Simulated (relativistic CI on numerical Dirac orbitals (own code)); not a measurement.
**Ru⁵⁺: L-alpha,beta emission multiplets**

Wanted: the shape of the L-alpha,beta emission spectrum of Ru⁵⁺ in 4 surroundings, from the same atomic integrals.

Method: Dirac-Coulomb-Breit CI, KLI orbitals optimised for each configuration, model QED (radiative potential, 1s self-energy scaled to tabulated hydrogen-like ionisation energies), valence Slater integrals scaled by 0.8, multiplet model of X-ray emission after core ionisation. Code: relativistic CI on numerical Dirac orbitals (own code) version 1.

## 1. The system

```
ion            : Ru⁵⁺ (Ru VI)
nuclear charge : 44
electrons      : 39
configurations : [Kr] 4d3 → [He] 2s2 2p5 3s2 3p6 3d10 4s2 4p6 4d3 → [Ar] 3d9 4s2 4p6 4d3
temperature    : 80 K
widths         : Lorentz 2 eV, Gauss 0.6 eV
surrounding 1  : free ion
surrounding 2  : Td, 10Dq = -3800 cm⁻¹
surrounding 3  : Td, 10Dq = -10450 cm⁻¹
surrounding 4  : Td, 10Dq = -17100 cm⁻¹
```

## 2. Surrounding 1: free ion

Settings of the run:

```ini
atom Ru  Z=44  charge=5  electrons=39
nucleus A=102  rms_radius_fm=4.4809
hamiltonian dirac-coulomb  breit=on  qed=on  c_scale=1
orbitals kli  potential=per-configuration
slater_scale 0.8
correlation none
mixing on
configurations
  [Kr] 4d3
  [He] 2s2 2p5 3s2 3p6 3d10 4s2 4p6 4d3
  [Ar] 3d9 4s2 4p6 4d3
end
emission L-alpha,beta T=80 lorentz=2 gauss=0.6
crystal_field free
```

## 3. Surrounding 2: Td, 10Dq = -3800

Changes to the settings of step 2:

```diff
@@ -13,2 +13,2 @@
 emission L-alpha,beta T=80 lorentz=2 gauss=0.6
-crystal_field free
+crystal_field Td 10Dq=-3800
```

## 4. Surrounding 3: Td, 10Dq = -10450

Changes to the settings of step 3:

```diff
@@ -13,2 +13,2 @@
 emission L-alpha,beta T=80 lorentz=2 gauss=0.6
-crystal_field Td 10Dq=-3800
+crystal_field Td 10Dq=-10450
```

## 5. Surrounding 4: Td, 10Dq = -17100

Changes to the settings of step 4:

```diff
@@ -13,2 +13,2 @@
 emission L-alpha,beta T=80 lorentz=2 gauss=0.6
-crystal_field Td 10Dq=-10450
+crystal_field Td 10Dq=-17100
```

(Steps that only read results are left out.)

Q: Predict the outcome of this session. Wanted: highest peak, first run; ground spin.

The runs gave:

| surrounding | ground S | centroid (eV) | spread (eV) | up to four highest peaks (% of the highest), eV |
| --- | --- | --- | --- | --- |
| 1: free | 1.48 | 2603.21 | 59.40 | 2561.0 (100), 2686.2 (45) |
| 2: Td | 1.48 | 2603.27 | 59.44 | 2561.0 (100), 2686.0 (51) |
| 3: Td | 1.45 | 2603.24 | 59.43 | 2561.0 (100), 2686.0 (48) |
| 4: Td | 1.03 | 2603.24 | 59.44 | 2561.0 (100), 2686.0 (49) |

| quantity | value |
| --- | --- |
| highest peak, first run | 2561.0 eV |
| ground spin (effective S from ⟨S²⟩) | 1.03 to 1.48 |

In words: The highest peak stays in place, within the step of the energy grid, in all surroundings. Photon energies are those of the free ion; lines in solids lie some eV away, more where the ion's charge is far from that in the solid.
